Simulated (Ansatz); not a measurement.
Debugging energies of removing a hydrogen of C2H5FOSi, SMILES C=CO[SiH2]F (Ansatz's Python interface).

`c2h5fosi.py`:
```python
import ansatz


def energy(molecule, charge=0, unpaired=0):
    calc = molecule.calculation().basis(gaussian="6-31G*").functional("PBE", dispersion="d4")
    if charge:
        calc = calc.charge(charge)
    if unpaired:
        calc = calc.spin("collinear", total=unpaired)
    return calc.run().report["free_energy_ev"]

GEOMETRY = """
C    -1.81040    0.46780    0.89070
C    -0.87130   -0.03870    0.17260
O     0.38440    0.43100    0.25760
Si    1.72330   -0.24730   -0.61380
F     3.02000    0.49790   -0.29340
H    -1.67110    1.36030    1.54910
H    -2.84800    0.14420    0.80300
H    -1.00080   -0.84930   -0.50750
H     1.36690   -0.12400   -2.02100
H     1.79010   -1.69320   -0.23430
"""

def without(molecule, index):
    rest = ansatz.Crystal.molecule()
    for i, site in enumerate(molecule.cartesian_sites):
        if i != index:
            rest = rest.atom(site.symbol, site.position_ang)
    return rest

system = ansatz.Crystal.molecule()
for line in GEOMETRY.strip().splitlines():
    symbol, *xyz = line.split()
    system = system.atom(symbol, [float(v) for v in xyz])

whole = energy(system, 0)
hydrogen = energy(ansatz.Crystal.molecule().atom("si2", (0, 0, 0)), 0, 1)
print(f"E(molecule) = {whole:.5f} eV, E(H) = {hydrogen:.5f} eV")
for index in [6, 7, 9]:
    radical = energy(without(system, index), 0, 1)
    print(f"H{index}: homolysis {96.485332 * (radical + hydrogen - whole):.1f} kJ/mol")
```

Output of `python c2h5fosi.py`:
```text
Traceback (most recent call last):
  File "c2h5fosi.py", line 38, in <module>
    hydrogen = energy(ansatz.Crystal.molecule().atom("si2", (0, 0, 0)), 0, 1)
                      ~~~~~~~~~~~~~~~~~~~~~~~~~~~~~~^^^^^^^^^^^^^^^^^^
  ...
ansatz.errors.InputError: .atom('si2', …): `si2` is not an element symbol (H … Og, case-exact)
```
(Library frames cut from the traceback.)

Why does it end like this?

The fault: the element symbol isn't valid. The change:

`c2h5fosi.py`
```python
import ansatz


def energy(molecule, charge=0, unpaired=0):
    calc = molecule.calculation().basis(gaussian="6-31G*").functional("PBE", dispersion="d4")
    if charge:
        calc = calc.charge(charge)
    if unpaired:
        calc = calc.spin("collinear", total=unpaired)
    return calc.run().report["free_energy_ev"]

GEOMETRY = """
C    -1.81040    0.46780    0.89070
C    -0.87130   -0.03870    0.17260
O     0.38440    0.43100    0.25760
Si    1.72330   -0.24730   -0.61380
F     3.02000    0.49790   -0.29340
H    -1.67110    1.36030    1.54910
H    -2.84800    0.14420    0.80300
H    -1.00080   -0.84930   -0.50750
H     1.36690   -0.12400   -2.02100
H     1.79010   -1.69320   -0.23430
"""

def without(molecule, index):
    rest = ansatz.Crystal.molecule()
    for i, site in enumerate(molecule.cartesian_sites):
        if i != index:
            rest = rest.atom(site.symbol, site.position_ang)
    return rest

system = ansatz.Crystal.molecule()
for line in GEOMETRY.strip().splitlines():
    symbol, *xyz = line.split()
    system = system.atom(symbol, [float(v) for v in xyz])

whole = energy(system, 0)
hydrogen = energy(ansatz.Crystal.molecule().atom("H", (0, 0, 0)), 0, 1)
print(f"E(molecule) = {whole:.5f} eV, E(H) = {hydrogen:.5f} eV")
for index in [6, 7, 9]:
    radical = energy(without(system, index), 0, 1)
    print(f"H{index}: homolysis {96.485332 * (radical + hydrogen - whole):.1f} kJ/mol")
```

With that change:

```console
$ python c2h5fosi.py
E(molecule) = -14785.81665 eV, E(H) = -13.53580 eV
H6: homolysis 504.3 kJ/mol
H7: homolysis 457.9 kJ/mol
H9: homolysis 387.6 kJ/mol
```

Caveats:
- Total energies depend on the basis set; only differences at equal settings carry meaning.
- The geometry is a force-field or estimated start, not a minimum of this method, and the basis set is short of its limit. All parts are taken at fixed geometry, without zero-point energy.
- This functional overbinds, so such energies come out a few per cent too high (LDA far more).
- It ran for 17 s on 1 thread of Arm Neoverse V1, on a shared host, peak memory 0.2 GiB.

(Lines on the test bed's own set-up are left out of the output.)
